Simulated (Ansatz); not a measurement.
# HfTe3W3: the cost of one run

Program: Ansatz 0.2.0. Level of theory: DFT PBE, scalar-relativistic, plane waves, PAW, unless a step names another level. These are calculated values, not measurements.

3 further runs of the same task are left out: 2 that didn't finish, 1 set aside as unsound or not needed.

### 1 The starting structure

The structure is hexagonal, space group P6_3/m (No. 176). The conventional cell has a = 8.569 Å, b = 8.569 Å, c = 4.693 Å, α = 90.00°, β = 90.00°, γ = 120.00°. Hf (site symmetry -6) has 9 Te at 3.08 to 3.44 Å and 3 W at 3.44 Å as nearest neighbours. Te (site symmetry m) has 4 W at 2.77 to 2.97 Å and 3 Hf at 3.08 to 3.44 Å as nearest neighbours. Around W (site symmetry m) lie 6 W at 2.71 to 2.82 Å and 4 Te at 2.77 to 2.97 Å.

As a file:

```cif
data_structure
_symmetry_space_group_name_H-M 'P 1'
_symmetry_Int_Tables_number 1
_cell_length_a 8.5692
_cell_length_b 8.5692
_cell_length_c 4.6933
_cell_angle_alpha 90.000
_cell_angle_beta 90.000
_cell_angle_gamma 120.000
_cell_volume 298.46
loop_
_atom_site_label
_atom_site_type_symbol
_atom_site_fract_x
_atom_site_fract_y
_atom_site_fract_z
_atom_site_occupancy
Hf1 Hf 0.66667 0.33333 0.25000 1
Hf2 Hf 0.33333 0.66667 0.75000 1
Te1 Te 0.10697 0.42828 0.25000 1
Te2 Te 0.57172 0.67869 0.25000 1
Te3 Te 0.32131 0.89303 0.25000 1
Te4 Te 0.42828 0.32131 0.75000 1
Te5 Te 0.67869 0.10697 0.75000 1
Te6 Te 0.89303 0.57172 0.75000 1
W1 W 0.85782 0.06337 0.25000 1
W2 W 0.93663 0.79446 0.25000 1
W3 W 0.20554 0.14218 0.25000 1
W4 W 0.06337 0.20554 0.75000 1
W5 W 0.79446 0.85782 0.75000 1
W6 W 0.14218 0.93663 0.75000 1
```

It came out lowest among 20 distinct ends of the trial cells. At a tolerance of 0.05 Å it has space group P6_3/m (No. 176).

### 2 Static run: bands, density of states and charges

Contents of input.yaml:

```yaml
crystal:
  lattice:
    - [8.5692253236, 0.0, 0.0]
    - [-4.2846126618, 7.421166821, 0.0]
    - [0.0, 0.0, 4.6932798008]
  atoms:
    - { symbol: Hf, position: [0.6666666667, 0.3333333333, 0.25] }
    - { symbol: Hf, position: [0.3333333333, 0.6666666667, 0.75] }
    - { symbol: Te, position: [0.1069744694, 0.4282813731, 0.25] }
    - { symbol: Te, position: [0.5717186269, 0.6786930963, 0.25] }
    - { symbol: Te, position: [0.3213069037, 0.8930255306, 0.25] }
    - { symbol: Te, position: [0.4282813731, 0.3213069037, 0.75] }
    - { symbol: Te, position: [0.6786930963, 0.1069744694, 0.75] }
    - { symbol: Te, position: [0.8930255306, 0.5717186269, 0.75] }
    - { symbol: W, position: [0.8578243228, 0.0633675572, 0.25] }
    - { symbol: W, position: [0.9366324428, 0.7944567655, 0.25] }
    - { symbol: W, position: [0.2055432345, 0.1421756772, 0.25] }
    - { symbol: W, position: [0.0633675572, 0.2055432345, 0.75] }
    - { symbol: W, position: [0.7944567655, 0.8578243228, 0.75] }
    - { symbol: W, position: [0.1421756772, 0.9366324428, 0.75] }
basis:
  ecutwfc: 420
kpoints:
  mp_grid: { grid: [6, 6, 8] }
  band_path:
    path:
      - [[0.0, 0.0, 0.0], [0.5, 0.0, 0.0], [0.33333333, 0.33333333, 0.0], [0.0, 0.0, 0.0], [0.0, 0.0, 0.5], [0.5, 0.0, 0.5], [0.33333333, 0.33333333, 0.5], [0.0, 0.0, 0.5]]
      - [[0.5, 0.0, 0.5], [0.5, 0.0, 0.0]]
      - [[0.33333333, 0.33333333, 0.5], [0.33333333, 0.33333333, 0.0]]
    npoints: 10
hamiltonian:
  xc: pbe
scf:
  occupations: { method: gaussian, width: 0.1 }
  n_extra_bands: 35
output:
  forces: true
  stress: true
  eigenvalues: true
  populations: true
  dos: { projected: true, de: 0.02, nscf_kmesh: { grid: [8, 8, 10] } }
  bader: false
  write_density: true
  write_potential: true
  elf: true
  volumetric_format: npy
```

The run is started by

```bash
> ansatz run input.yaml --threads 1 --pin off --max-ram 2560MiB --backend cpu --events-out ev --progress --plain --runs-dir out
```

Q: Estimate wall time and peak memory on 1 thread of Intel Xeon at 2.50GHz (Skylake/Cascade Lake), shared host.

About 13 min, with a peak of 2.2 GiB.
